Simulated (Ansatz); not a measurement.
# BH₅S₃Si, SMILES [SiH3]B(S)SS: a geometry optimisation

Program: the Python package of Ansatz (0.2.0).

Input file `bh5s3si.xyz`:
```text
10

Si   -1.59170    0.49850   -0.00100
B    -0.12080   -0.65840   -0.07290
S     0.47640   -1.29420   -1.74000
S     0.81090   -1.16410    1.51870
S     2.09000    0.46010    1.41370
H    -1.32900    1.77580   -0.77880
H    -1.90070    0.90300    1.38820
H    -2.77110   -0.10710   -0.60940
H     1.39380   -0.19040   -1.82610
H     3.02540   -0.27440    0.71040
```

Notebook, run cell by cell (the value of a cell's last expression is shown):

```python
import ansatz as az
import numpy as np
import pandas as pd
```

```python
mol = az.Crystal.molecule_from_extxyz("bh5s3si.xyz")
```

```python
model = mol.calculation().basis(gaussian="cc-pVDZ").functional("PBE")
symbols = [site.symbol for site in mol.cartesian_sites]
start = np.array([site.position_ang for site in mol.cartesian_sites], dtype=float)
rep = model.relax(force_tolerance=0.02, max_steps=100).run().report
end = np.array(rep["positions_ang"])

for key in ("converged", "free_energy_ev", "reference_energy_ev", "n_frozen", "n_occupied", "n_virtual"):
    print(f"{key:22s} {rep[key]}")
```

    converged              True
    free_energy_ev         -41123.530045156804
    reference_energy_ev    -41123.530045156804
    n_frozen               0
    n_occupied             [36, 36]
    n_virtual              [75, 75]

```python
print("bond        before    after (A)")
for i, j in [(0, 1), (0, 5), (0, 6), (0, 7), (1, 2), (1, 3), (2, 8), (3, 4), (4, 9)]:
    d0, d1 = (np.linalg.norm(xyz[i] - xyz[j]) for xyz in (start, end))
    print(f"{symbols[i]}{i}-{symbols[j]}{j}".ljust(10), f"{d0:8.4f} {d1:8.4f}")
```

    bond        before    after (A)
    Si0-B1       1.8727   2.0294
    Si0-H5       1.5184   1.5112
    Si0-H6       1.4795   1.5100
    Si0-H7       1.4587   1.5168
    B1-S2        1.8815   1.8189
    B1-S3        1.9123   1.8183
    S2-H8        1.4378   1.3679
    S3-S4        2.0701   2.1252
    S4-H9        1.3817   1.3713

```python
charges = rep["charge_distribution"]
table = pd.DataFrame({"atom": symbols, "mulliken": charges["mulliken_charges_e"], "lowdin": charges["lowdin_charges_e"]})
print(table.round(3).to_string())
print("dipole (e A):", np.round(charges["dipole_moment_e_ang"], 4) + 0.0)
```

      atom  mulliken  lowdin
    0   Si     0.124   0.160
    1    B    -0.090  -0.992
    2    S    -0.061   0.446
    3    S    -0.036   0.378
    4    S    -0.093   0.139
    5    H    -0.023  -0.033
    6    H    -0.010  -0.028
    7    H    -0.045  -0.041
    8    H     0.113   0.004
    9    H     0.122  -0.035
    dipole (e A): [ 0.003   0.2013 -0.1097]

Caveats:
- Total energies depend on the basis set; only differences at equal settings carry meaning.
- The end point is the stationary point reached from this start; no frequency run checks that it is a minimum, and the basis set is modest.
- The Löwdin charges here are taken after orthogonalising the functions within each atom; they differ from plain Löwdin charges, and their signs can be unphysical.
- Timing: 100 s on 1 thread of Intel(R) Xeon(R) Platinum 8488C (Sapphire Rapids) (shared host), peak memory 0.29 GiB.

(Lines on the test bed's own set-up are left out of the output.)
